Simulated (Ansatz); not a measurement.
# SiNH2Cl (SMILES N[Si]Cl) at BHLYP/STO-3G

What is the electronic atomisation energy of SiNH2Cl at BHLYP/STO-3G? 

The calculation is run with Ansatz 0.2.0.

66 further runs of the same task are left out: 66 set aside as unsound or not needed.

## (1) The molecule

SiNH2Cl: 5 atoms, total charge 0, spin state singlet. SMILES: `N[Si]Cl`. The coordinates come from a PBE0-D4/def2-TZVP relaxation. This is one conformer, not always the lowest.

Bond lengths: N1–Si2 1.701 Å, Si2–Cl3 2.104 Å, N1–H4 1.009 Å, N1–H5 1.010 Å. Angles: N1–Si2–Cl3 98.2°, Si2–N1–H4 121.0°, Si2–N1–H5 126.0°, H4–N1–H5 113.0°.

## (2) The energy at BHLYP/STO-3G

Input file input.yaml:

```yaml
basis:
  gaussian:
    orbitals: STO-3G
crystal:
  periodic: [false, false, false]
  atoms:
    - {symbol: N, position_ang: [-0.148200, 0.583400, -0.233900]}
    - {symbol: Si, position_ang: [-0.116200, -0.341800, 1.192600]}
    - {symbol: Cl, position_ang: [0.649000, -2.124500, 0.377300]}
    - {symbol: H, position_ang: [-0.473300, 1.538600, -0.227400]}
    - {symbol: H, position_ang: [0.138600, 0.270600, -1.150000]}
magnetization:
  spin_polarized: false
hamiltonian:
  xc: {name: BHLYP}
accuracy: high
```

Run with:

```bash
$ ansatz run input.yaml --threads 1 --pin off --max-ram 2610MiB --events-out events.jsonl --progress --plain --runs-dir runs
```

The log of the run:

```text
Warning: RAYON_NUM_THREADS=1 ignored (pool sized by the plan → 1); use --threads N
Functional definition: BHLYP
  name "BHLYP"
  parameter a = 0.5
  exchange = (1 - a)*b88_x + a*exact_x
  correlation = lyp_c
457 factors; integrals over basis functions are off by at most 1.2e-8 eV
mean field evaluation 1: about -21674.7907 eV, gradient 1.9e1 eV
mean field evaluation 2: about -21675.2257 eV, gradient 1.8e1 eV
mean field evaluation 4: about -21676.2490 eV, gradient 2.2e-1 eV
mean field evaluation 8: about -21676.2703 eV, gradient 5.9e-3 eV
mean field evaluation 16: about -21676.2703 eV, gradient 1.4e-8 eV
mean field -21676.27032523 eV, -796.5882417484 hartree, gradient 1.2e-8 eV, S^2 0.000000; 0 other end points of the search recorded, 0 dependent functions left out
reference -21676.27034509 eV, -796.5882424783 hartree; 20, 20 occupied and 5, 5 virtual orbitals, 457 factors
Total energy: -21676.27034509 eV, -796.5882424783 hartree
```

Wall time 1.3 s (1 thread of Arm Neoverse V1, shared host); peak memory 0.1 GiB.

## (3) The Cl atom at the same level

Input file in.yaml:

```yaml
crystal:
  periodic: [false, false, false]
  atoms:
    - {symbol: Cl, position_ang: [0.000000, 0.000000, 0.000000]}
basis:
  gaussian:
    orbitals: STO-3G
magnetization:
  spin_polarized: true
  initial_magnetization: 1
hamiltonian:
  xc: {name: BHLYP}
accuracy: high
```

Run the same way, it converges to -455.14939 Eh (log not shown).

## (4) The H atom, same level

Input file run.yaml:

```yaml
crystal:
  periodic: [false, false, false]
  atoms:
    - {symbol: H, position_ang: [0.000000, 0.000000, 0.000000]}
basis:
  gaussian: {orbitals: STO-3G}
hamiltonian: {xc: {name: BHLYP}}
accuracy: high
magnetization: {spin_polarized: true, initial_magnetization: 1}
```

Run the same way, it converges to -0.46466 Eh (log not shown).

## (5) The N atom

Input file in.yaml:

```yaml
crystal:
  periodic: [false, false, false]
  atoms:
    - symbol: N
      position_ang: [0.000000, 0.000000, 0.000000]
basis:
  gaussian: {orbitals: STO-3G}
total_charge: 0
magnetization: {spin_polarized: true, initial_magnetization: 3}
hamiltonian: {xc: {name: BHLYP}}
accuracy: high
```

Run with:

```bash
$ ansatz run in.yaml --threads 1 --pin off --max-ram 2610MiB --events-out events.jsonl --progress --plain --runs-dir runs
```

The log of the run (excerpt; [...] marks lines left out):

```text
Warning: RAYON_NUM_THREADS=1 ignored (pool sized by the plan → 1); use --threads N
[... 5 set-up lines as earlier in the session ...]
15 factors; integrals over basis functions are off by at most 1.1e-9 eV
mean field evaluation 1: about -1466.3155 eV, gradient 1.8e-9 eV
mean field evaluation 2: about -1466.3154 eV, gradient 1.2e-9 eV
mean field -1466.31544268 eV, -53.8860986141 hartree, gradient 0.0e0 eV, S^2 3.750000; 0 other end points of the search recorded, 0 dependent functions left out
reference -1466.31545218 eV, -53.8860989633 hartree; 5, 2 occupied and 0, 3 virtual orbitals, 15 factors
Total energy: -1466.31545218 eV, -53.8860989633 hartree
```

Wall time 0.18 s (1 thread of Arm Neoverse V1, shared host).

## (6) The Si atom

Input file run.yaml:

```yaml
crystal:
  periodic: [false, false, false]
  atoms:
    - {symbol: Si, position_ang: [0.000000, 0.000000, 0.000000]}
basis:
  gaussian: {orbitals: STO-3G}
hamiltonian: {xc: {name: BHLYP}}
accuracy: high
magnetization: {spin_polarized: true, initial_magnetization: 2}
```

Run the same way, it converges to -285.95554 Eh (log not shown).

## (7) What came out

At BHLYP/STO-3G:

| quantity | value |
| --- | --- |
| molecule: total energy | -796.58824 Eh |
| Cl atom: total energy | -455.14939 Eh |
| Cl atom: ⟨S²⟩ | 0.750 |
| H atom: total energy | -0.46466 Eh |
| H atom: ⟨S²⟩ | 0.750 |
| N atom: total energy | -53.88610 Eh |
| N atom: ⟨S²⟩ | 3.750 |
| Si atom: total energy | -285.95554 Eh |
| Si atom: ⟨S²⟩ | 2.000 |
| electronic atomisation energy | 18.174 eV |

Taking the molecule apart into free atoms costs 18.17 eV (1754 kJ/mol), before zero-point energy and without spin-orbit coupling. In a minimal basis such a difference can be off by several eV, whatever the method.
